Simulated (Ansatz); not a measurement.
# LaAg: the cost of one run

Program: Ansatz 0.2.0. Level of theory: DFT PBEsol, scalar-relativistic. These are calculated values, not measurements.

## Step 1: The structure to begin with

Symmetry: Pm-3m, No. 221, cubic system. The conventional cell has a = 3.760 Å, b = 3.760 Å, c = 3.760 Å, α = 90.00°, β = 90.00°, γ = 90.00°. Around La (site symmetry m-3m) lie 8 Ag at 3.26 Å. Ag (site symmetry m-3m) is surrounded by 8 La at 3.26 Å.

Coordinates:

```xyz
2
Lattice="3.7600 0.0000 0.0000 0.0000 3.7600 0.0000 0.0000 0.0000 3.7600" Properties=species:S:1:pos:R:3 pbc="T T T"
La    1.8800    1.8800    1.8800
Ag    0.0000    0.0000    0.0000
```

Atoms are numbered in the order of the input: La1, Ag2.

## Step 2: The deformed structure

Space group Pm-3m before, R-3m after.

## Step 3: All-electron LAPW

Contents of input.yaml:

```yaml
crystal:
  lattice:
    - [3.76, 0.0376, 0.0376]
    - [0.0376, 3.76, 0.0376]
    - [0.0376, 0.0376, 3.76]
  atoms:
    - { symbol: La, position: [0.5, 0.5, 0.5] }
    - { symbol: Ag, position: [0.0, 0.0, 0.0] }
kpoints:
  mp_grid: { grid: [9, 9, 9] }
  band_path:
    path:
      - [0.0, 0.0, 0.0]
      - [0.5, 0.5, 0.5]
      - [0.5193194925, 0.4806805075, 0.5]
      - [0.5, -0.4806805075, 0.4806805075]
      - [0.5, 0.0, 0.0]
      - [0.0, 0.0, 0.0]
      - [0.4903402537, -0.4903402537, 0.0]
      - [0.5096597463, 0.0, 0.4903402537]
      - [0.5, 0.0, 0.5]
    npoints: 5
scf:
  occupations: { method: fermi_dirac, width: 0.08 }
hamiltonian:
  xc: pbesol
  pseudopotentials: { kind: all_electron, lapw: { basis_error: 0.00025 } }
output:
  forces: true
  stress: true
  eigenvalues: true
```

Command:

```sh
$ ansatz run input.yaml --threads 1 --pin off --max-ram 3072MiB --backend cpu --events-out ev --progress --plain --runs-dir out
```

Q: Estimate wall time and peak memory on 1 thread of Arm Neoverse V2, shared host.

About 39 s, with a peak of 0.48 GiB.
